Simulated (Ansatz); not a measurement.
Run this with Ansatz 0.2.0 through its Python package and show what comes out.

The script, `h4osesi.py`:
```python
"""Static correlation in H4OSeSi: natural occupations of an active space."""

import logging
import sys

import ansatz
from ase import Atoms

logging.basicConfig(stream=sys.stdout, format="%(name)s: %(message)s")
log = logging.getLogger("calc")
log.setLevel(logging.INFO)


def main() -> None:
    atoms = Atoms(["O", "Si", "Se", "H", "H", "H", "H"], positions=[
        (-1.1821, -0.745, -0.4884),
        (-0.0946, 0.4315, 0.0979),
        (1.4332, -0.649, 1.3493),
        (-1.7887, -0.1477, -1.0399),
        (0.5778, 1.096, -1.0463),
        (-0.7816, 1.4515, 0.924),
        (1.8973, -1.5054, 0.1579),
    ])
    system = ansatz.Crystal.molecule_from_ase(atoms)

    model = system.calculation().basis(gaussian="def2-SVP").correlation(active_electrons=6, active_orbitals=6)
    for method in ["sc_nevpt2"]:
        summary = (model if method is None else model.correlation(method)).run(threads=1).report
        space = summary["configurations"]
        state = space["states"][0]
        print(method or "casscf", f"total {summary['free_energy_ev'] / 27.211386246:.6f} Ha, active-space state {state['energy']['hartree']:.6f} Ha, mean field {summary['reference_energy_ev'] / 27.211386246:.6f} Ha")
        print("  determinants", state["n_determinants"], " natural occupations", [round(n, 3) for n in space["natural_occupations"]])
    print("effectively unpaired electrons, sum of min(n, 2 - n):", round(sum(min(n, 2 - n) for n in space["natural_occupations"]), 3))


if __name__ == "__main__":
    main()
```

```console
$ python h4osesi.py
RunWarning: the results are in doubt because another end's mean lies 1.296 eV lower, and its corrected mean 0.438 eV higher
sc_nevpt2 total -2766.099994 Ha, active-space state -2765.615653 Ha, mean field -2765.569788 Ha
  determinants 400  natural occupations [1.981, 1.976, 1.965, 0.039, 0.022, 0.017]
effectively unpaired electrons, sum of min(n, 2 - n): 0.155
```
(Warnings from the package without file and line.)

Caveats:
- Total energies depend on the basis set; only differences at equal settings carry meaning.
- The geometry is a force-field or estimated start, not a minimum of this method, and the basis set is short of its limit. The active space starts as a window about the frontier orbitals and is then optimised, not chosen by chemistry.
- A lower CASSCF solution was found and passed over, so the printed active-space state isn't the lowest.
- The whole script took 22 s on 1 thread of Arm Neoverse V1, with other jobs on the host, peak memory 0.26 GiB.

(Lines on the test bed's own set-up are left out of the output.)
